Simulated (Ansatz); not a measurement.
# Ta2N: how settings move the results

The task, for Ta2N: test the plane-wave cutoff.

Program: Ansatz 0.2.0. Level of theory: DFT PBEsol, scalar-relativistic, plane waves, PAW. These are calculated values, not measurements.

3 further runs of the same task are left out: 3 for a known fault of the program. Runs told in other sessions of the task aren't counted.

### 1 Starting point

Symmetry: P-31m, No. 162, trigonal system. The conventional cell has a = 5.297 Å, b = 5.297 Å, c = 4.939 Å, α = 90.00°, β = 90.00°, γ = 120.00°. Around Ta (site symmetry m) lie 3 N at 2.15 to 2.16 Å. Around N (site symmetry 32) lie 6 Ta at 2.16 Å. N (site symmetry -3m) is surrounded by 6 Ta at 2.15 Å.

As a file:

```
Ta N
1.0
     5.29657    0.00000    0.00000
    -2.64829    4.58697    0.00000
     0.00000    0.00000    4.93918
Ta N
6 3
Direct
  0.66636 0.66636 0.75362
  0.00000 0.33364 0.75362
  0.33364 0.00000 0.75362
  0.33364 0.33364 0.24638
  0.00000 0.66636 0.24638
  0.66636 0.00000 0.24638
  0.66667 0.33333 0.50000
  0.33333 0.66667 0.50000
  0.00000 0.00000 0.00000
```

Source of the structure: the Materials Project (structure only). It is taken as it stands there.

### 2 The base input

input.yaml reads:

```yaml
crystal:
  lattice:
    - [5.2965720514, 0.0, 0.0]
    - [-2.6482860257, 4.5869659495, 0.0]
    - [0.0, 0.0, 4.9391825701]
  atoms:
    - { symbol: Ta, position: [0.66636167, 0.66636167, 0.75361826] }
    - { symbol: Ta, position: [0.0, 0.33363833, 0.75361826] }
    - { symbol: Ta, position: [0.33363833, 0.0, 0.75361826] }
    - { symbol: Ta, position: [0.33363833, 0.33363833, 0.24638174] }
    - { symbol: Ta, position: [0.0, 0.66636167, 0.24638174] }
    - { symbol: Ta, position: [0.66636167, 0.0, 0.24638174] }
    - { symbol: "N", position: [0.66666667, 0.33333333, 0.5] }
    - { symbol: "N", position: [0.33333333, 0.66666667, 0.5] }
    - { symbol: "N", position: [0.0, 0.0, 0.0] }
basis:
  ecutwfc: 420
kpoints:
  mp_grid: { grid: [12, 12, 8] }
hamiltonian:
  xc: pbesol
scf:
  occupations: { method: gaussian, width: 0.1 }
output:
  forces: true
  stress: true
  eigenvalues: true
  populations: true
  write_density: true
  write_potential: true
  elf: true
  volumetric_format: npy
```

It was run beforehand and gave: -6664.8772 eV/atom at zero smearing, pressure -5.29 GPa, largest force 0.137 eV/Å, no gap on the mesh, in 7 SCF cycles and 69 s.

### 3 Plane-wave cutoff: 150 eV

input.yaml reads:

```yaml
crystal:
  lattice:
    - [5.2965720514, 0.0, 0.0]
    - [-2.6482860257, 4.5869659495, 0.0]
    - [0.0, 0.0, 4.9391825701]
  atoms:
    - { symbol: Ta, position: [0.66636167, 0.66636167, 0.75361826] }
    - { symbol: Ta, position: [0.0, 0.33363833, 0.75361826] }
    - { symbol: Ta, position: [0.33363833, 0.0, 0.75361826] }
    - { symbol: Ta, position: [0.33363833, 0.33363833, 0.24638174] }
    - { symbol: Ta, position: [0.0, 0.66636167, 0.24638174] }
    - { symbol: Ta, position: [0.66636167, 0.0, 0.24638174] }
    - { symbol: "N", position: [0.6666666667, 0.3333333333, 0.5] }
    - { symbol: "N", position: [0.3333333333, 0.6666666667, 0.5] }
    - { symbol: "N", position: [0.0, 0.0, 0.0] }
basis:
  ecutwfc: 150
kpoints:
  mp_grid: { grid: [12, 12, 8] }
hamiltonian:
  xc: pbesol
scf:
  occupations: { method: gaussian, width: 0.1 }
output:
  forces: true
  stress: true
  eigenvalues: true
```

The run is started by

```console
$ ansatz run input.yaml --threads 2 --pin off --max-ram 5120MiB --backend cpu --events-out ev --progress --plain --runs-dir out
```

### 4 Plane-wave cutoff set to 200 eV

Edit input.yaml of step 3 so:

```diff
@@ -16,3 +16,3 @@
 basis:
-  ecutwfc: 150
+  ecutwfc: 200
 kpoints:
```

### 5 Plane-wave cutoff set to 250 eV

Edit input.yaml of step 4 so:

```diff
@@ -16,3 +16,3 @@
 basis:
-  ecutwfc: 200
+  ecutwfc: 250
 kpoints:
```

### 6 Plane-wave cutoff: 300 eV

Edit input.yaml of step 5 so:

```diff
@@ -16,3 +16,3 @@
 basis:
-  ecutwfc: 250
+  ecutwfc: 300
 kpoints:
```

### 7 Plane-wave cutoff set to 350 eV

Edit input.yaml of step 6 so:

```diff
@@ -16,3 +16,3 @@
 basis:
-  ecutwfc: 300
+  ecutwfc: 350
 kpoints:
```

### 8 Plane-wave cutoff: 380 eV

Edit input.yaml of step 7 so:

```diff
@@ -16,3 +16,3 @@
 basis:
-  ecutwfc: 350
+  ecutwfc: 380
 kpoints:
```

### 9 Plane-wave cutoff: 460 eV

Edit input.yaml of step 8 so:

```diff
@@ -16,3 +16,3 @@
 basis:
-  ecutwfc: 380
+  ecutwfc: 460
 kpoints:
```

### 10 Plane-wave cutoff set to 520 eV

Edit input.yaml of step 9 so:

```diff
@@ -16,3 +16,3 @@
 basis:
-  ecutwfc: 460
+  ecutwfc: 520
 kpoints:
```

### 11 Plane-wave cutoff set to 600 eV

Edit input.yaml of step 10 so:

```diff
@@ -16,3 +16,3 @@
 basis:
-  ecutwfc: 520
+  ecutwfc: 600
 kpoints:
@@ -27 +27,5 @@
   eigenvalues: true
+  write_density: true
+  write_potential: true
+  elf: true
+  volumetric_format: npy
```

### 12 Plane-wave cutoff set to 700 eV

Edit input.yaml of step 11 so:

```diff
@@ -16,3 +16,3 @@
 basis:
-  ecutwfc: 600
+  ecutwfc: 700
 kpoints:
@@ -27,5 +27 @@
   eigenvalues: true
-  write_density: true
-  write_potential: true
-  elf: true
-  volumetric_format: npy
```

### 13 Plane-wave cutoff set to 850 eV

Edit input.yaml of step 12 so:

```diff
@@ -16,3 +16,3 @@
 basis:
-  ecutwfc: 700
+  ecutwfc: 850
 kpoints:
```

(Steps that only read results are left out.)

What results come out of these runs, taken together?

As calculated:

```
                                                  quantity                        value
plane-wave cutoff: within 10 and 1 meV/atom of 850 eV from  380 eV for 10; 460 eV for 1
```

In the sweep of the plane-wave cutoff, 460 eV already comes within 1 meV/atom of the reference, and so do all later runs, at about 0.39 of the reference's time. That is measured against the best run here, which may itself be short of the limit. Much of this error cancels in differences between similar cells. The pressure is off by up to 10.7 GPa. Forces stay within 0.01 eV/Å of the reference from 300 eV on. The runs treat Ta without spin-orbit coupling. The settings are coarse, so take the values as rough. The final runs have no spin polarisation, so a magnetic state may lie lower.
